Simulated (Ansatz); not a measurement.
# NbIO2: the cost of one run

Method: DFT, PBE, plane-wave PAW, default files, scalar-relativistic, as far as a step names no other, in Ansatz 0.2.0.

### 1 Starting point

The structure is orthorhombic, space group Pnma (No. 62). Conventional cell: a = 21.420 Å, b = 3.801 Å, c = 3.967 Å, α = 90.00°, β = 90.00°, γ = 90.00°. Nb (site symmetry m) is surrounded by 5 O at 1.82 to 2.16 Å. I (site symmetry m) has 2 Nb at 2.97 Å and 1 O at 3.01 Å as nearest neighbours. Around O (site symmetry m) lie 2 Nb at 1.82 to 2.16 Å. O (site symmetry m) has 3 Nb at 2.05 to 2.09 Å as nearest neighbours.

Coordinates:

```
Nb I O
1.0
    21.41952    0.00000    0.00000
     0.00000    3.80073    0.00000
     0.00000    0.00000    3.96684
Nb I O
4 4 8
Direct
  0.93435 0.25000 0.54684
  0.56565 0.75000 0.04684
  0.06565 0.75000 0.45316
  0.43435 0.25000 0.95316
  0.67200 0.25000 0.99722
  0.32800 0.75000 0.00278
  0.17200 0.25000 0.50278
  0.82800 0.75000 0.49722
  0.42820 0.25000 0.49673
  0.57180 0.75000 0.50327
  0.92820 0.25000 0.00327
  0.46846 0.75000 0.00667
  0.53154 0.25000 0.99333
  0.03154 0.25000 0.50667
  0.07180 0.75000 0.99673
  0.96846 0.75000 0.49333
```

### 2 Gradients at the starting positions

The input, input.yaml:

```yaml
crystal:
  lattice:
    - [21.41951638, 0.0, 0.0]
    - [0.0, 3.80072832, 0.0]
    - [0.0, 0.0, 3.9668406]
  atoms:
    - { symbol: Nb, position: [0.93435315, 0.25, 0.54683546] }
    - { symbol: Nb, position: [0.56564685, 0.75, 0.04683546] }
    - { symbol: Nb, position: [0.06564685, 0.75, 0.45316454] }
    - { symbol: Nb, position: [0.43435315, 0.25, 0.95316454] }
    - { symbol: I, position: [0.67199568, 0.25, 0.99722134] }
    - { symbol: I, position: [0.32800432, 0.75, 0.00277866] }
    - { symbol: I, position: [0.17199568, 0.25, 0.50277866] }
    - { symbol: I, position: [0.82800432, 0.75, 0.49722134] }
    - { symbol: O, position: [0.42820253, 0.25, 0.49672904] }
    - { symbol: O, position: [0.57179747, 0.75, 0.50327096] }
    - { symbol: O, position: [0.92820253, 0.25, 0.00327096] }
    - { symbol: O, position: [0.46845561, 0.75, 0.00666902] }
    - { symbol: O, position: [0.53154439, 0.25, 0.99333098] }
    - { symbol: O, position: [0.03154439, 0.25, 0.50666902] }
    - { symbol: O, position: [0.07179747, 0.75, 0.99672904] }
    - { symbol: O, position: [0.96845561, 0.75, 0.49333098] }
kpoints:
  mp_grid: { grid: [1, 6, 5] }
scf:
  occupations: { method: fermi_dirac, width: 0.02 }
hamiltonian:
  xc: pbe
  pseudopotentials: { kind: paw }
output:
  forces: true
  stress: true
  populations: true
  efg:
    quadrupole_moments_barn: { Nb: -0.32, I: -0.68822, O: -0.02558 }
    contact_densities: true
  write_density: true
  write_potential: true
  elf: true
  volumetric_format: npy
```

Started as:

```bash
ansatz run input.yaml --threads 1 --pin off --max-ram 2560MiB --backend cpu --events-out ev --progress --plain --runs-dir out
```

Q: Estimate wall time and peak memory on 1 thread of Arm Neoverse V1, shared host.

About 49 s, with a peak of 0.76 GiB.
